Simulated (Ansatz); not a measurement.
I need a saddle search for pyramidal inversion of GeH5NO, SMILES [NH2][GeH2][OH]. Use Ansatz 0.2.0 through its Python package. Settings (for the species named): B3LYP, def2-SVP basis, multiplicity 1.

| atom | x (Å) | y (Å) | z (Å) |
| --- | --- | --- | --- |
| N | -1.0258 | 0.4616 | -0.9206 |
| Ge | 0.4045 | -0.0176 | 0.0694 |
| O | 0.1174 | -1.6675 | 0.6857 |
| H | -1.8121 | 0.5439 | -0.2796 |
| H | -0.8981 | 1.4833 | -1.2535 |
| H | 0.5997 | 0.9814 | 1.2543 |
| H | 1.6984 | 0.0083 | -0.8237 |
| H | 1.0082 | -1.8505 | 1.2121 |

Script `ts_geh5no.py`:
```python
"""Inversion barrier of GeH5NO: minimum and transition state."""

import ansatz as az
import numpy as np

BASIS_SET = "def2-SVP"
FUNCTIONAL = "b3lyp"

GEOMETRY = """
N    -1.02580    0.46160   -0.92060
Ge    0.40450   -0.01760    0.06940
O     0.11740   -1.66750    0.68570
H    -1.81210    0.54390   -0.27960
H    -0.89810    1.48330   -1.25350
H     0.59970    0.98140    1.25430
H     1.69840    0.00830   -0.82370
H     1.00820   -1.85050    1.21210
"""

system = az.Crystal.molecule()
for line in GEOMETRY.strip().splitlines():
    symbol, *xyz = line.split()
    system = system.atom(symbol, [float(v) for v in xyz])

job = system.calculation().basis(gaussian=BASIS_SET).functional(FUNCTIONAL)
symbols = [site.symbol for site in system.cartesian_sites]
start = np.array([site.position_ang for site in system.cartesian_sites], dtype=float)
summary = job.relax(force_tolerance=0.005).run(threads=1).report
end = np.array(summary["positions_ang"])

# start with the apex atom pushed most of the way into the plane of its neighbours
a, b, d = end[[1, 3, 4]]
normal = np.cross(b - a, d - a)
normal /= np.linalg.norm(normal)
flat = end.copy()
flat[0] -= 0.8 * ((end[0] - a) @ normal) * normal
guess = np.zeros_like(flat)
guess[0] = normal
near = az.Crystal.molecule()
for symbol, place in zip(symbols, flat):
    near = near.atom(symbol, place.tolist())
search = (
    near.calculation()
    .basis(gaussian=BASIS_SET)
    .functional(FUNCTIONAL)
    .saddle(mode_guess=guess.tolist(), force_tolerance=0.01, max_steps=40)
)
steps = []
top = search.session().plan().execute(on_event=lambda e: steps.append(e["data"]) if e["event"] == "saddle_step" else None).report
for s in steps:
    print(f"step {s['step']:2d}  E = {s['lagrangian_ev']:.5f} eV  force {s['allowed_force_max_ev_ang']:.4f} eV/A  curvature {s['curvature_ev_ang2']:.3f} eV/A^2")
print(f"minimum {summary['free_energy_ev']:.5f} eV, saddle {top['free_energy_ev']:.5f} eV")
print(f"electronic barrier {23.060548 * (top['free_energy_ev'] - summary['free_energy_ev']):.2f} kcal/mol")
saddle = np.array(top["positions_ang"])
print("final positions (A) and the move of each atom")
for symbol, xyz, old in zip(symbols, saddle, end):
    print(f"{symbol:2s} {xyz[0]:10.5f} {xyz[1]:10.5f} {xyz[2]:10.5f}   {np.linalg.norm(xyz - old):7.4f}")
```

Output of `python ts_geh5no.py`:
```text
step  1  E = -60128.66866 eV  force 1.4418 eV/A  curvature -4.681 eV/A^2
step  2  E = -60128.73540 eV  force 0.1923 eV/A  curvature -0.701 eV/A^2
step  3  E = -60128.74229 eV  force 0.1565 eV/A  curvature -0.288 eV/A^2
step  4  E = -60128.74603 eV  force 0.1299 eV/A  curvature -0.385 eV/A^2
step  5  E = -60128.74668 eV  force 0.0773 eV/A  curvature -0.695 eV/A^2
step  6  E = -60128.74689 eV  force 0.0852 eV/A  curvature -0.938 eV/A^2
step  7  E = -60128.74695 eV  force 0.0530 eV/A  curvature -0.922 eV/A^2
step  8  E = -60128.74713 eV  force 0.1008 eV/A  curvature -0.640 eV/A^2
step  9  E = -60128.74751 eV  force 0.1282 eV/A  curvature -0.095 eV/A^2
step 10  E = -60128.74783 eV  force 0.0333 eV/A  curvature -0.338 eV/A^2
step 11  E = -60128.74790 eV  force 0.0113 eV/A  curvature -0.491 eV/A^2
step 12  E = -60128.74799 eV  force 0.0425 eV/A  curvature -0.456 eV/A^2
step 13  E = -60128.74803 eV  force 0.0165 eV/A  curvature -0.495 eV/A^2
step 14  E = -60128.74805 eV  force 0.0132 eV/A  curvature -0.503 eV/A^2
step 15  E = -60128.74807 eV  force 0.0205 eV/A  curvature -0.508 eV/A^2
step 16  E = -60128.74810 eV  force 0.0177 eV/A  curvature -0.538 eV/A^2
step 17  E = -60128.74810 eV  force 0.0364 eV/A  curvature -0.595 eV/A^2
step 18  E = -60128.74815 eV  force 0.0059 eV/A  curvature -0.623 eV/A^2
step 19  E = -60128.74817 eV  force 0.0064 eV/A  curvature -0.653 eV/A^2
minimum -60128.75282 eV, saddle -60128.74841 eV
electronic barrier 0.10 kcal/mol
final positions (A) and the move of each atom
N    -1.00912    0.63817   -0.69708    0.1627
Ge    0.50020    0.08307    0.13464    0.0471
O     0.28895   -1.65893    0.50822    0.0300
H    -1.86799    0.83646   -0.19827    0.1523
H    -0.96972    1.06360   -1.61505    0.1528
H     0.76180    0.80193    1.48348    0.0623
H     1.64998    0.29374   -0.87214    0.0487
H     0.77477   -1.92625    1.29960    0.0557
```

Total energies depend on the basis set; only differences at equal settings carry meaning. The energies are electronic: no zero-point or thermal terms, and the basis set is short of its limit. No separate frequency run checks the order of the saddle point. b3lyp holds the VWN-RPA fit, as in Gaussian; the form of ORCA and Turbomole is b3lyp5. Finished in 5 min on 1 thread of Arm Neoverse V1 (shared host), peak memory 0.25 GiB.

(Lines on the test bed's own set-up are left out of the output.)
